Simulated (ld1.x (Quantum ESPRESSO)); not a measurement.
# A TM potential for In, from input to tests, part 1 of 2

Task: generate the file, and judge it by its errors in other configurations, its logarithmic derivatives, its ghosts and its cutoff.

Method: ld1.x (Quantum ESPRESSO) 7.5, PBE, scalar-relativistic.

### 1 Starting point

The settings as typed:

```
element                 : indium (In, Z = 49)
type                    : norm-conserving Troullier–Martins (Kleinman–Bylander form)
frozen core             : [Kr]
valence charge          : 13
reference configuration : 4d10 5s2 5p1
partial waves           : 5s (bound): rc 1.70 bohr; 5p (bound): rc 2.55 bohr; 4d (bound): rc 0.95 bohr
local potential         : the d channel
core correction         : Bessel-smoothed model core inside 0.90 bohr
```

The outer shells as boxes (Hund's rule for the drawing; the calculation is spin-unpolarised):

```
[Kr] core
4d [↑↓][↑↓][↑↓][↑↓][↑↓]
5s [↑↓]
5p [↑ ][  ][  ]
```

### 2 Generating the potential

File In.in:

```
 &input
   title='In', zed=49., rel=1, dft='PBE', iswitch=3,
   config='[Kr] 4d10 5s2 5p1',
   nld=3, rlderiv=2.75, eminld=-3.0, emaxld=5.0, deld=0.02
 /
 &inputp
   pseudotype=2, tm=.true., lloc=2,
   nlcc=.true., new_core_ps=.true., rcore=0.90,
   file_pseudopw='In.UPF', file_wfcaegen='ae.wfc', file_wfcncgen='nc.wfc', file_beta='beta', file_chi='chi'
 /
3
5S  1  0   2.00   0.00  1.70  1.70  0.0
5P  2  1   1.00   0.00  2.55  2.55  0.0
4D  3  2  10.00   0.00  0.95  0.95  0.0
 &test
   configts(1)='4d10 5s2 5p1'
 /
```

The run is started by

```
$ ld1.x < In.in > In.out
```

What the program wrote to In.out (without the banner and most projector matrices):

```text
     Program LD1 v.7.5
     --------------------------- All-electron run ----------------------------

     In
     scalar relativistic calculation

     atomic number is 49.00
     dft =PBE   lsd =0 sic =0 latt =0  beta=0.20 tr2=1.0E-14
     Exchange-correlation= PBE
                           (   1   4   3   4   0   0   0)
     mesh =1241 r(mesh) = 100.30140 a.u. xmin = -7.00 dx = 0.01250
     1 Ry =  13.60569312 eV, c = 137.03599908

     n l     nl                  e(Ry)          e(Ha)          e(eV)
     1 0     1S 1( 2.00)     -2039.9100     -1019.9550    -27754.3892
     2 0     2S 1( 2.00)      -305.4337      -152.7169     -4155.6374
     2 1     2P 1( 6.00)      -274.1375      -137.0687     -3729.8300
     3 0     3S 1( 2.00)       -57.9587       -28.9793      -788.5681
     3 1     3P 1( 6.00)       -47.7106       -23.8553      -649.1352
     4 0     4S 1( 2.00)        -8.7948        -4.3974      -119.6592
     4 1     4P 1( 6.00)        -5.7424        -2.8712       -78.1300
     3 2     3D 1(10.00)       -31.8038       -15.9019      -432.7123
     4 2     4D 1(10.00)        -1.3688        -0.6844       -18.6233
     5 0     5S 1( 2.00)        -0.6035        -0.3017        -8.2110
     5 1     5P 1( 1.00)        -0.1851        -0.0926        -2.5185

     final scf error:  6.5E-15 reached in  26 iterations

     Etot =  -11763.278081 Ry,   -5881.639040 Ha, -160047.551690 eV

     Ekin =   12261.098761 Ry,    6130.549381 Ha,  166820.747093 eV
     Encl =  -28443.021702 Ry,  -14221.510851 Ha, -386987.024767 eV
     Eh   =    4737.642377 Ry,    2368.821188 Ha,   64458.908302 eV
     Exc  =    -318.997517 Ry,    -159.498758 Ha,   -4340.182318 eV

     normalization and overlap integrals

     s(1S/1S) =  1.000000  <r> =   0.0297  <r2> =    0.0012  r(max) =   0.0192
     s(2S/2S) =  1.000000  <r> =   0.1285  <r2> =    0.0195  r(max) =   0.1090
     s(2P/2P) =  1.000000  <r> =   0.1122  <r2> =    0.0154  r(max) =   0.0870
     s(3S/3S) =  1.000000  <r> =   0.3486  <r2> =    0.1390  r(max) =   0.3153
     s(3P/3P) =  1.000000  <r> =   0.3471  <r2> =    0.1399  r(max) =   0.3075
     s(4S/4S) =  1.000000  <r> =   0.8480  <r2> =    0.8143  r(max) =   0.7658
     s(4P/4P) =  1.000000  <r> =   0.9218  <r2> =    0.9725  r(max) =   0.8152
     s(3D/3D) =  1.000000  <r> =   0.3243  <r2> =    0.1250  r(max) =   0.2581
     s(4D/4D) =  1.000000  <r> =   1.1828  <r2> =    1.6828  r(max) =   0.9354
     s(5S/5S) =  1.000000  <r> =   2.6097  <r2> =    7.8334  r(max) =   2.1612
     s(5P/5P) =  1.000000  <r> =   3.7447  <r2> =   16.6771  r(max) =   2.8453

     ------------------------ End of All-electron run ------------------------

     --------------------- Generating NC pseudopotential ---------------------

      Generating local pot.: lloc=2, matching radius rcloc =   0.9500

      Computing core charge for nlcc:

       r > 0.90 : true rho core
      Core charge pseudized with two Bessel functions
      Integrated core pseudo-charge :  11.61

      Wfc   5S  rcut= 1.704  Using Troullier-Martins method

      Wfc   5P  rcut= 2.543  Using Troullier-Martins method

     ------------------- End of pseudopotential generation -------------------

     [... the all-electron block is printed once more ...]


     Computing logarithmic derivative in   2.75784
     Computing logarithmic derivative in   2.75784
     Computing the partial wave expansion
     R is outside the sphere for l=    0 j= 0.00
     R is outside the sphere for l=    1 j= 0.00
       no projector for channel:   2

     ---------------------- Testing the pseudopotential ----------------------

     In
     scalar relativistic calculation

     atomic number is 49.00   valence charge is 13.00
     dft =PBE   lsd =0 sic =0 latt =0  beta=0.20 tr2=1.0E-14
     mesh =1241 r(mesh) = 100.30140 xmin = -7.00 dx = 0.01250

     n l     nl             e AE (Ry)        e PS (Ry)    De AE-PS (Ry)
     3 2     4D   1(10.00)       -1.36879       -1.36871       -0.00007
     1 0     5S   1( 2.00)       -0.60349       -0.60349       -0.00000
     2 1     5P   1( 1.00)       -0.18511       -0.18511       -0.00000

     eps = 2.7E-15  iter = 13

     Etot =  -11763.278081 Ry,   -5881.639040 Ha, -160047.551690 eV
     Etotps =  -138.042139 Ry,     -69.021070 Ha,   -1878.158988 eV

     Ekin =      90.434026 Ry,      45.217013 Ha,    1230.417611 eV
     Encl =    -288.691987 Ry,    -144.345994 Ha,   -3927.854589 eV
     Ehrt =     102.395237 Ry,      51.197618 Ha,    1393.158167 eV
     Ecxc =     -44.088663 Ry,     -22.044332 Ha,    -599.856825 eV
     (Ecc =     -22.993650 Ry,     -11.496825 Ha,    -312.844545 eV)
     Epseu=       1.909248 Ry,       0.954624 Ha,      25.976648 eV

     ---------------------- End of pseudopotential test ----------------------
```

Wall time 1.7 s (1 thread of Neoverse-V1, shared host). (Generation and the later configuration tests together.)

Partial waves on a coarse radial grid (AE all-electron, PS pseudo):

| r (bohr) | 5s AE | 5s PS | 4d AE | 4d PS |
| --- | --- | --- | --- | --- |
| 0.128 | -0.0627 | 0.0374 | -0.3768 | 0.0167 |
| 0.255 | 0.2083 | 0.0727 | -0.4669 | 0.1161 |
| 0.382 | 0.0402 | 0.1049 | -0.0737 | 0.3155 |
| 0.510 | -0.2088 | 0.1334 | 0.3911 | 0.5619 |
| 0.638 | -0.3207 | 0.1583 | 0.7324 | 0.7804 |
| 0.765 | -0.2876 | 0.1820 | 0.9206 | 0.9264 |
| 0.893 | -0.1638 | 0.2090 | 0.9888 | 0.9889 |
| 1.020 | -0.0043 | 0.2440 | 0.9778 | 0.9778 |
| 1.148 | 0.1584 | 0.2931 | 0.9215 | 0.9215 |
| 1.275 | 0.3035 | 0.3587 | 0.8437 | 0.8437 |
| 1.402 | 0.4246 | 0.4387 | 0.7582 | 0.7582 |
| 1.530 | 0.5208 | 0.5221 | 0.6723 | 0.6723 |
| 1.658 | 0.5925 | 0.5925 | 0.5910 | 0.5910 |
| 1.785 | 0.6421 | 0.6421 | 0.5171 | 0.5171 |
| 1.912 | 0.6737 | 0.6737 | 0.4507 | 0.4507 |
| 2.040 | 0.6903 | 0.6903 | 0.3912 | 0.3912 |
| 2.168 | 0.6946 | 0.6946 | 0.3389 | 0.3389 |
| 2.295 | 0.6892 | 0.6892 | 0.2935 | 0.2935 |
| 2.422 | 0.6762 | 0.6762 | 0.2538 | 0.2538 |
| 2.550 | 0.6572 | 0.6572 | 0.2191 | 0.2191 |
| 2.678 | 0.6339 | 0.6339 | 0.1891 | 0.1891 |
| 2.805 | 0.6077 | 0.6077 | 0.1632 | 0.1632 |
| 2.932 | 0.5794 | 0.5794 | 0.1408 | 0.1408 |
| 3.060 | 0.5496 | 0.5496 | 0.1213 | 0.1213 |
| 3.188 | 0.5192 | 0.5192 | 0.1045 | 0.1045 |
| 3.315 | 0.4889 | 0.4889 | 0.0901 | 0.0901 |

(Continued in part 2 of 2.)
